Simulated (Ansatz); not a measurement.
**CH6SiTe: rigid torsion scan, by script**

Aim: a rigid torsion scan, for CH6SiTe, run from a script.

All numbers are computed with Ansatz 0.2.0 through its Python package. Level of theory: B3LYP/def2-SVP.

**1. Starting point**

Bond lengths: Si1–C2 1.804 Å, C2–Te3 2.140 Å, Si1–H4 1.429 Å, Si1–H5 1.485 Å, Si1–H6 1.519 Å, C2–H7 1.140 Å, C2–H8 1.095 Å, Te3–H9 1.766 Å. Angles: Si1–C2–Te3 109.6°, Si1–C2–H7 109.3°, Si1–C2–H8 109.8°, Te3–C2–H7 110.1°, Te3–C2–H8 111.0°, H7–C2–H8 107.0°, C2–Si1–H4 110.8°, C2–Si1–H5 112.7°, C2–Si1–H6 111.4°, H4–Si1–H5 107.2°, H4–Si1–H6 106.6°, H5–Si1–H6 107.7°, C2–Te3–H9 90.6°.

No structure file is read: the coordinates are typed or built in the script.

**2. Script**

torsion.py

```python
"""Rigid torsion scan of CH6SiTe."""

import ansatz as az
from ase import Atoms

SETTINGS = {
    "basis": "def2-SVP",
    "functional": "B3LYP",
    "fmax": 0.02,
}

atoms = Atoms(["Si", "C", "Te", "H", "H", "H", "H", "H", "H"], positions=[
    (-0.5272, 0.7554, -0.8748),
    (0.466, -0.4122, 0.0756),
    (-0.3532, -0.6163, 2.0425),
    (-1.8834, 0.3138, -0.9648),
    (-0.0294, 0.9345, -2.2627),
    (-0.559, 2.1232, -0.2145),
    (1.539, -0.0322, 0.1357),
    (0.496, -1.3779, -0.439),
    (0.9396, -1.7346, 2.4848),
])

# relax first, so that the scan starts from a minimum
first = (
    az.Crystal.molecule_from_ase(atoms).calculation()
    .basis(gaussian=SETTINGS["basis"])  # the orbital basis, by name
    .functional(SETTINGS["functional"])
    .relax(force_tolerance=SETTINGS["fmax"], max_steps=80)
)
atoms.positions = first.run(threads=1).report["positions_ang"]

start = atoms.get_dihedral(2, 1, 0, 3)
energies = {}
for turn in range(0, 121, 15):
    turned = atoms.copy()
    turned.set_dihedral(2, 1, 0, 3, start + turn, indices=[0, 3, 4, 5])
    model = (
        az.Crystal.molecule_from_ase(turned).calculation()
        .basis(gaussian=SETTINGS["basis"])  # the orbital basis, by name
        .functional(SETTINGS["functional"])
    )
    energies[round((start + turn) % 360)] = model.run(threads=1).report["free_energy_ev"]
floor = min(energies.values())
print("dihedral Te2-C1-Si0-H3 (deg)   E - E(min) (kcal/mol)")
for angle, e in sorted(energies.items()):
    print(f"{angle:8d} {23.060548 * (e - floor):14.3f}  " + "#" * int(30 * (e - floor) / max(max(energies.values()) - floor, 1e-9)))
```

**3. The calls as engine input**

The engine receives this input (first run):

```yaml
crystal:
  periodic: [false, false, false]
  atoms:
    - { symbol: Si, position_ang: [-0.5272, 0.7554, -0.8748] }
    - { symbol: C, position_ang: [0.466, -0.4122, 0.0756] }
    - { symbol: Te, position_ang: [-0.3532, -0.6163, 2.0425] }
    - { symbol: H, position_ang: [-1.8834, 0.3138, -0.9648] }
    - { symbol: H, position_ang: [-0.0294, 0.9345, -2.2627] }
    - { symbol: H, position_ang: [-0.559, 2.1232, -0.2145] }
    - { symbol: H, position_ang: [1.539, -0.0322, 0.1357] }
    - { symbol: H, position_ang: [0.496, -1.3779, -0.439] }
    - { symbol: H, position_ang: [0.9396, -1.7346, 2.4848] }
basis:
  gaussian:
    orbitals: def2-SVP
hamiltonian:
  xc: b3lyp
relax:
  f_tol: 0.02
  max_steps: 80
```

**4. Running it**

Run with:

```sh
> python torsion.py
```

Q: Predict the main results. Wanted: range of energy; lowest point, turn.

As calculated:

| quantity | value |
| --- | --- |
| runs compared | 9 |
| range of energy | 0.057 eV |
| lowest point, turn (°) | 0 |

The lowest point lies at a turn of 0°, the highest 0.057 eV (5.5 kJ/mol) above it at 60°. The grid can miss the true lowest and highest points, and the rest of the molecule is held rigid. Run 0: After 5 moves the largest shift is 0.150 Å, of atom 3 (Te). The scan is rigid and the energies are electronic, in a modest basis. With rigid groups the curve can differ much from the relaxed path, the start wasn't checked as a minimum of this torsion, and equivalent turns needn't return to the same energy. def2 sets replace the cores of elements past krypton by effective core potentials. b3lyp holds the VWN-RPA fit, as in Gaussian; the form of ORCA and Turbomole is b3lyp5.
